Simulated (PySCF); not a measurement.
# C8H13BF2: the cost of one run

Programs: PySCF 2.14.0, with density-fitted response routines of our own. Each step states its level of theory. These are calculated values for one molecule, in the gas phase or a continuum, unless marked as measured. Atoms are numbered from 0 throughout.

**1. Starting geometry**

24 atoms, charge 0, multiplicity 1; geometry from: GFN2-xTB. The atoms were then displaced at random by about 0.01 Å, so the start is not that level's minimum.

Bonds of the start (Å): C0–C1 1.29, C1–F2 1.36, C1–C3 1.54, C3–C4 1.52, C4–C5 1.53, C5–C6 1.55, C6–C7 1.54, C6–B8 1.61, B8–F9 1.32, B8–C10 1.59, C10–C3 1.53, C0–H11 1.10, C0–H12 1.11, C3–H13 1.10, C4–H14 1.09, C4–H15 1.09, C5–H16 1.10, C5–H17 1.10, C6–H18 1.10, C7–H19 1.07, C7–H20 1.08, C7–H21 1.07, C10–H22 1.09, C10–H23 1.08.

**2. Geometry optimisation at PBE0-D3(BJ)/def2-SVP**

What the job is given:

```
{"job": {"xc": "PBE0", "basis": "def2-SVP", "d3": "d3bj", "grid": 1, "shake": 0.01, "kind": "geom"}, "charge": 0, "multiplicity": 1}
C     -3.705620     0.246500    -0.014520
C     -2.612810    -0.384640    -0.270190
F     -2.699890    -1.629530    -0.807560
C     -1.165920     0.079730    -0.041790
C     -0.434020     0.105160    -1.377750
C      0.955970     0.717100    -1.192070
C      1.861660    -0.164000    -0.293460
C      3.200750     0.543560    -0.012140
B      1.072180    -0.657700     1.015890
F      1.742130    -1.016050     2.092490
C     -0.504280    -0.848240     0.982690
H     -3.699500     1.258830     0.410350
H     -4.715170    -0.152220    -0.237230
H     -1.256620     1.094190     0.376490
H     -0.351780    -0.913570    -1.760430
H     -0.995930     0.722330    -2.080410
H      1.430980     0.850060    -2.170300
H      0.857240     1.710000    -0.734630
H      2.082570    -1.081390    -0.862090
H      3.797220    -0.088310     0.609930
H      3.691450     0.767360    -0.943850
H      3.023490     1.449870     0.518670
H     -0.688550    -1.872130     0.664320
H     -0.949820    -0.717310     1.955280
```

Run with:

```console
OMP_NUM_THREADS=1 python probes_run.py task.json out
```

One launch serves the whole session: the jobs run in the order shown.

**Question.** How long does this first job take on 1 thread of Arm Neoverse V2, shared host, and how much memory does it need?

About 4.9 min, with a peak of 1 GiB.
